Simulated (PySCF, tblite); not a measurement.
# C₃H₈BBrO₂: geometry, infrared bands and NMR shifts

Wanted: the infrared bands and NMR shifts of C₃H₈BBrO₂ (`CC(C)OB(O)Br`), by calculation.

The runs use tblite 0.8.0 and PySCF 2.14.0, with density-fitted response routines of our own; the level of theory stands in each step. All values are computed, except where a source is named. Atoms are numbered from 0 throughout.

## Step 1: The starting structure

15 atoms, charge 0, multiplicity 1; geometry from: force field or distance geometry start.

Bonds of the start (Å): C0–C1 1.50, C1–C2 1.49, C1–O3 1.40, O3–B4 1.47, B4–O5 1.45, B4–Br6 2.00, C0–H7 1.13, C0–H8 1.11, C0–H9 1.10, C1–H10 1.11, C2–H11 1.12, C2–H12 1.11, C2–H13 1.11, O5–H14 1.00.

## Step 2: Geometry optimisation with GFN2-xTB

The job: settings as JSON, then the geometry in Å.

```
{"job": {"kind": "relax", "xc": "GFN2-xTB", "basis": "xTB"}, "charge": 0, "multiplicity": 1}
C     -0.743900     1.584500    -0.072900
C     -0.416700     0.134100     0.120600
C     -1.518900    -0.811000    -0.228600
O      0.616000    -0.099300    -0.794700
B      1.847700    -0.472200    -0.089100
O      1.826100    -1.649700     0.764000
Br     3.347300     0.842700    -0.165500
H      0.006300     2.179500     0.518300
H     -0.533900     1.811700    -1.134200
H     -1.786900     1.856200     0.166200
H      0.031200    -0.037600     1.121300
H     -2.540100    -0.483500     0.086200
H     -1.333700    -1.776000     0.280000
H     -1.506000    -0.928700    -1.329500
H      2.700900    -2.142700     0.736100
```

Started as:

```sh
> OMP_NUM_THREADS=1 python probes_run.py task.json out
```

This one command runs all jobs of the session in turn.

Output:

```text
step      E/eV     max force
  0    -653.95005    4.544
  1    -654.49254    2.198
  2    -654.69903    1.500
  3    -654.76059    0.876
  4    -654.85103    0.611
  5    -654.88236    0.708
  6    -654.95378    0.942
  7    -654.99914    0.910
  8    -655.03903    0.604
  9    -655.06722    0.375
 10    -655.08956    0.480
 11    -655.11371    0.547
 12    -655.13323    0.464
 13    -655.15085    0.357
 14    -655.16465    0.356
 15    -655.18563    0.490
 16    -655.21125    0.440
 17    -655.23228    0.372
 18    -655.25286    0.409
 19    -655.28457    0.435
 20    -655.31689    0.559
 21    -655.34344    0.559
 22    -655.36407    0.434
 23    -655.37986    0.520
 24    -655.39173    0.408
 25    -655.40270    0.341
 26    -655.41756    0.308
 27    -655.42509    0.289
 28    -655.43575    0.433
 29    -655.44674    0.368
 30    -655.45871    0.251
 31    -655.46563    0.258
 32    -655.47075    0.183
 33    -655.47567    0.200
 34    -655.48034    0.193
 35    -655.48467    0.170
 36    -655.48832    0.154
 37    -655.49255    0.174
 38    -655.49839    0.191
 39    -655.50361    0.177
 40    -655.50681    0.152
 41    -655.50910    0.122
 42    -655.51151    0.119
 43    -655.51421    0.128
 44    -655.51674    0.117
 45    -655.51892    0.110
 46    -655.52082    0.100
 47    -655.52238    0.093
 48    -655.52362    0.072
 49    -655.52466    0.085
 50    -655.52561    0.081
 51    -655.52657    0.069
 52    -655.52745    0.054
 53    -655.52814    0.067
 54    -655.52874    0.064
 55    -655.52941    0.074
 56    -655.53009    0.074
 57    -655.53063    0.060
 58    -655.53097    0.046
 59    -655.53123    0.040
 60    -655.53147    0.029
 61    -655.53165    0.032
 62    -655.53178    0.028
 63    -655.53189    0.025
 64    -655.53200    0.022
 65    -655.53211    0.020
 66    -655.53219    0.017
 67    -655.53224    0.016
 68    -655.53228    0.015
 69    -655.53231    0.013
 70    -655.53234    0.010
 71    -655.53235    0.010
```

It took 0.38 s on 1 thread of Arm Neoverse V2, shared host; peak memory 0.18 GiB.

Step by step: (not every step is listed)

```csv
step,energy from step 0 (eV),largest force (eV/Å)
0,0.0000,4.5441
1,-0.5425,2.1984
2,-0.7490,1.5000
3,-0.8105,0.8756
4,-0.9010,0.6109
5,-0.9323,0.7080
6,-1.0037,0.9416
7,-1.0491,0.9104
8,-1.0890,0.6039
13,-1.2008,0.3570
18,-1.3028,0.4086
23,-1.4298,0.5200
28,-1.4857,0.4325
33,-1.5256,0.2003
38,-1.5483,0.1905
43,-1.5642,0.1277
48,-1.5736,0.0719
53,-1.5781,0.0671
58,-1.5809,0.0462
63,-1.5818,0.0250
66,-1.5821,0.0171
67,-1.5822,0.0162
68,-1.5822,0.0150
69,-1.5823,0.0130
70,-1.5823,0.0099
71,-1.5823,0.0099
```

Close pairs (by a distance rule), those that changed most:

```csv
bond,before (Å),after (Å),change (Å)
O3–B4,1.468,1.326,-0.141
B4–O5,1.454,1.345,-0.109
B4–Br6,1.996,1.909,-0.087
O5–H14,1.005,0.957,-0.047
C0–H7,1.125,1.087,-0.038
C1–C2,1.493,1.525,+0.032
C2–H11,1.118,1.086,-0.032
C1–O3,1.400,1.428,+0.029
```

The end geometry stands in the next job.

## Step 3: Infrared spectrum with GFN2-xTB

The job: settings as JSON, then the geometry in Å.

```
{"job": {"kind": "ir", "xc": "GFN2-xTB", "basis": "xTB"}, "charge": 0, "multiplicity": 1}
C     -0.974119     1.684789     0.010905
C     -0.392122     0.294662     0.234269
C     -1.256339    -0.792216    -0.396705
O      0.909348     0.273427    -0.353820
B      1.887680    -0.562615    -0.032326
O      1.796330    -1.508064     0.920031
Br     3.495635    -0.323404    -1.032380
H     -0.321223     2.439971     0.440579
H     -1.071332     1.877038    -1.054476
H     -1.951557     1.754255     0.479062
H     -0.284764     0.096732     1.309175
H     -2.263627    -0.741540     0.006374
H     -0.839341    -1.773919    -0.183720
H     -1.295995    -0.652466    -1.474723
H      2.557011    -2.058659     1.105844
```

Output:

```text
mode    cm-1     km/mol
  1      25.2      1.51
  2      86.2      0.15
  3     105.8      0.54
  4     177.7      0.07
  5     217.0      4.72
  6     224.3      4.01
  7     303.1      7.11
  8     353.2      3.90
  9     395.4      1.05
 10     452.3     15.97
 11     510.7    203.62
 12     520.7     15.30
 13     653.0      7.94
 14     831.9     29.68
 15     921.1    153.81
 16     941.6      9.06
 17     962.0     87.53
 18     972.0      4.77
 19    1090.2    220.33
 20    1145.9    120.18
 21    1154.7    124.54
 22    1173.8     16.01
 23    1310.9    101.97
 24    1315.7     27.26
 25    1370.7    515.80
 26    1394.4     12.01
 27    1406.6      1.27
 28    1471.9      1.67
 29    1481.9      3.89
 30    1485.0      0.37
 31    1495.9      6.58
 32    2892.8     43.47
 33    3036.6     15.28
 34    3039.7     15.66
 35    3046.1     24.24
 36    3048.9      8.63
 37    3049.5     14.72
 38    3054.0     56.37
 39    3622.6     37.43
```

It took 0.36 s on 1 thread of Arm Neoverse V2, shared host; peak memory 0.18 GiB.

Which atoms move in the most intense modes:

```csv
cm⁻¹,km/mol,atoms
511,203.6,"B4 39 %, H14 26 %, O5 14 %, O3 12 %"
921,153.8,"H14 44 %, H7 11 %, C2 10 %"
962,87.5,"H14 23 %, C1 13 %, H12 13 %"
1090,220.3,"B4 40 %, O5 24 %, O3 15 %"
1146,120.2,"C1 32 %, H10 15 %"
1155,124.5,"C1 34 %, H10 16 %"
1311,102.0,"H10 73 %, C1 13 %"
1371,515.8,"B4 61 %, O3 22 %"
```

## Step 4: Shielding tensors: PBE0/pcSseg-1

Settings changed since step 3:

```diff
@@ -1,2 +1,2 @@
-{"job": {"kind": "ir", "xc": "GFN2-xTB", "basis": "xTB"}, "charge": 0, "multiplicity": 1}
+{"job": {"kind": "nmr", "xc": "PBE0", "basis": "pcSseg-1"}, "charge": 0, "multiplicity": 1}
 C     -0.974119     1.684789     0.010905
```

Level: GIAO PBE0/pcSseg-1 NMR shielding, non-relativistic, gas phase.

Output:

```text
coarse grid: 58192 points
cycle   1  E = -2867.6552676252  dE = -3.122e-01  |g| = 1.084e+00  |ddm| = 3.366e+00
cycle   2  E = -2867.5332615332  dE =  1.220e-01  |g| = 1.244e+00  |ddm| = 1.242e+00
cycle   3  E = -2867.7879073996  dE = -2.546e-01  |g| = 2.179e-01  |ddm| = 8.741e-01
cycle   4  E = -2867.7954831564  dE = -7.576e-03  |g| = 5.547e-02  |ddm| = 1.505e-01
cycle   5  E = -2867.7960453691  dE = -5.622e-04  |g| = 1.844e-02  |ddm| = 4.485e-02
cycle   6  E = -2867.7960998785  dE = -5.451e-05  |g| = 5.343e-03  |ddm| = 1.283e-02
cycle   7  E = -2867.7961052251  dE = -5.347e-06  |g| = 8.281e-04  |ddm| = 3.529e-03
final grid: 123304 points
cycle   8  E = -2867.7961437511  dE =  3.304e-08  |g| = 1.012e-03  |ddm| = 1.571e-03
cycle   9  E = -2867.7961435577  dE =  1.935e-07  |g| = 1.449e-03  |ddm| = 1.458e-03
cycle  10  E = -2867.7961439334  dE = -3.758e-07  |g| = 1.561e-04  |ddm| = 8.845e-04
cycle  11  E = -2867.7961439380  dE = -4.555e-09  |g| = 1.448e-05  |ddm| = 1.060e-04
cycle  12  E = -2867.7961439380  dE = -4.275e-11  |g| = 4.620e-06  |ddm| = 1.473e-05
converged SCF energy = -2867.7961439380

GIAO shielding tensors (ppm)
atom      isotropic    diamagn.    paramagn.     s11        s22        s33       span
  0 C      160.932     246.638     -85.706    142.648    153.894    186.255     43.607
  1 C      115.035     242.808    -127.773     81.330    105.889    157.885     76.556
  2 C      161.217     249.167     -87.950    141.627    155.498    186.526     44.898
  3 O      172.287     396.272    -223.986     75.693    188.008    253.159    177.466
  4 B       77.239     194.559    -117.320     69.561     79.681     82.475     12.914
  5 O      198.037     388.336    -190.299     95.226    241.201    257.683    162.458
  6 Br    2535.308    3125.564    -590.256   2258.773   2412.140   2935.010    676.237
  7 H       30.124      29.283       0.841     25.902     28.313     36.157     10.255
  8 H       30.298      29.642       0.656     27.428     28.665     34.802      7.374
  9 H       30.750      29.244       1.506     26.504     28.294     37.452     10.949
 10 H       27.078      31.698      -4.620     23.678     27.536     30.020      6.342
 11 H       30.749      30.149       0.601     26.342     28.304     37.602     11.260
 12 H       29.926      30.821      -0.896     25.114     29.871     34.793      9.679
 13 H       30.498      30.578      -0.080     27.950     28.612     34.932      6.982
 14 H       27.081      29.735      -2.653     20.636     24.559     36.048     15.411
```

It took 35 s on 1 thread of Arm Neoverse V2, shared host; peak memory 0.96 GiB.

Shifts follow as δ = σ(reference) − σ, with reference shieldings (ppm) from runs at the same level and on the same kind of geometry: 1H TMS 31.72, 13C TMS 186.9, 17O H2O 336.1, 11B BF3·OEt2 100.1, 79Br HBr 2622. The references are single molecules in the gas phase, so shifts against H2O, NH3, PH3, H3PO4 or CFCl3 are not on the usual liquid scales and can be off by tens of ppm. Atoms listed in one row are averaged.

```csv
atoms,environment,σ (ppm),δ (ppm),δ scaled to CDCl3
C1,sp3 CH bonded to O,115.0,71.9,68.2
"C0, C2",methyl carbon,161.1,25.9,23.3
H10,hydrogen on an sp3 CH bonded to O,27.08,4.64,4.48
H14,hydrogen on an oxygen bonded to B,27.08,4.64,–
"H7, H8, H9, H11, H12, H13",hydrogen on a methyl carbon,30.39,1.33,1.36
O3,"oxygen bonded to C, B",172.3,163.8,–
O5,"oxygen bonded to B, H",198.0,138.0,–
B4,"boron bonded to Br, 2 O",77.2,22.8,–
Br6,bromine bonded to B,2535,87,–
```

The scaled column applies a straight-line fit of computed shieldings to shifts measured in CDCl3, with any fitted terms for Cl, Br or S neighbours (root-mean-square error 0.16 ppm for H, 1.9 ppm for C).

Charges from the same density, by scheme (e):

```csv
atoms,Mulliken,IAO,Hirshfeld,ESP fit
"C0, C2",-0.23,-0.43,-0.12,-0.66
C1,-0.05,0.11,0.06,0.69
O3,-0.46,-0.40,-0.17,-0.46
B4,0.60,0.39,0.23,0.44
O5,-0.40,-0.55,-0.25,-0.57
Br6,-0.31,-0.10,-0.12,-0.19
```

Mayer bond orders: C0–C1 1.04, C1–C2 1.04, C1–O3 0.80, O3–B4 1.23, B4–O5 1.23, B4–Br6 0.98.

## Step 5: What came out

```
                                                               quantity                  value
                              strongest single infrared mode (GFN2-xTB)  1371 cm⁻¹, 516 km/mol
                                           zero-point energy (GFN2-xTB)          72.5 kcal/mol
13C shifts against TMS (PBE0/pcSseg-1, means over atoms taken as alike)         71.9, 25.9 ppm
 1H shifts against TMS (PBE0/pcSseg-1, means over atoms taken as alike)   4.64, 4.64, 1.33 ppm
                                 17O shifts against H2O (PBE0/pcSseg-1)       163.8, 138.0 ppm
                            11B shifts against BF3·OEt2 (PBE0/pcSseg-1)               22.8 ppm
                                79Br shifts against HBr (PBE0/pcSseg-1)                 87 ppm
```

Relaxing lowered the energy by 1.582 eV in 71 steps; the close pair that moved most is O3–B4, from 1.468 to 1.326 Å. All 39 modes are real, so the xTB geometry is a minimum. The strongest single mode, at 1371 cm⁻¹, moves mainly B4. GFN2-xTB is a fitted tight-binding method: band positions and strengths are rough. Its intensities can rank the bands wrongly. C1 (sp3 CH bonded to O) lies farthest downfield among carbon, at 71.9 ppm; pulled downfield by the heteroatom. The most deshielded hydrogen is H10 (hydrogen on an sp3 CH bonded to O), at 4.64 ppm: its carbon carries O, an electronegative neighbour. At PBE0/pcSseg-1: The largest span, 676 ppm, is at Br6, where the paramagnetic term is -590 ppm. Spin-orbit coupling is left out, which matters for shieldings and couplings at and beside the heavy atoms.
